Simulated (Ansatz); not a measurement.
# ScPt5Cl: the cost of one run

Method: DFT PBE, scalar-relativistic, plane waves, PAW, in Ansatz 0.2.0.

## (1) The starting structure

The structure is tetragonal, space group P4/mmm (No. 123). The conventional cell has a = 4.176 Å, b = 4.176 Å, c = 6.802 Å, α = 90.00°, β = 90.00°, γ = 90.00°. Around Sc (site symmetry 4/mmm) lie 12 Pt at 2.95 to 2.99 Å. Pt (site symmetry 4/mmm) has 4 Sc at 2.95 Å and 8 Pt at 2.99 Å in its first shell of neighbours. Around Pt (site symmetry 2mm) lie 2 Cl at 2.44 Å and 1 Pt at 2.52 Å. Cl (site symmetry 4/mmm) is surrounded by 8 Pt at 2.44 Å.

Coordinates:

```
CELL_PARAMETERS angstrom
4.17613 0.00000 0.00000
0.00000 4.17613 0.00000
0.00000 0.00000 6.80156
ATOMIC_POSITIONS crystal
Sc 0.00000 0.00000 0.00000
Pt 0.50000 0.50000 0.00000
Pt 0.00000 0.50000 0.31490
Pt 0.50000 0.00000 0.31490
Pt 0.00000 0.50000 0.68510
Pt 0.50000 0.00000 0.68510
Cl 0.00000 0.00000 0.50000
```

The cell is invented: species swapped into a database cell of SmGa5Co (P4/mmm, No. 123), with Sc on the Sm sites, Pt on the Ga sites and Cl on the Co sites. Lengths come from tabulated atomic sizes and are only a guess.

## (2) The guess as it stands, on a coarse mesh

File input.yaml:

```yaml
crystal:
  lattice:
    - [4.17612775, 0.0, 0.0]
    - [0.0, 4.17612775, 0.0]
    - [0.0, 0.0, 6.80156204]
  atoms:
    - { symbol: Sc, position: [0.0, 0.0, 0.0] }
    - { symbol: Pt, position: [0.5, 0.5, 0.0] }
    - { symbol: Pt, position: [0.0, 0.5, 0.31490469] }
    - { symbol: Pt, position: [0.5, 0.0, 0.31490469] }
    - { symbol: Pt, position: [0.0, 0.5, 0.68509531] }
    - { symbol: Pt, position: [0.5, 0.0, 0.68509531] }
    - { symbol: Cl, position: [0.0, 0.0, 0.5] }
basis:
  ecutwfc: 420
kpoints:
  mp_grid: { grid: [4, 4, 4] }
hamiltonian:
  xc: pbe
scf:
  occupations: { method: gaussian, width: 0.1 }
  lower_state_search: "off"
output:
  forces: true
  stress: true
  eigenvalues: true
```

Command:

```
$ ansatz run input.yaml --threads 1 --pin off --max-ram 2560MiB --backend cpu --events-out ev --progress --plain --runs-dir out
```

Q: Estimate wall time and peak memory on 1 thread of Intel Xeon Platinum 8488C (Sapphire Rapids), shared host.

About 4.8 s, with a peak of 0.5 GiB.
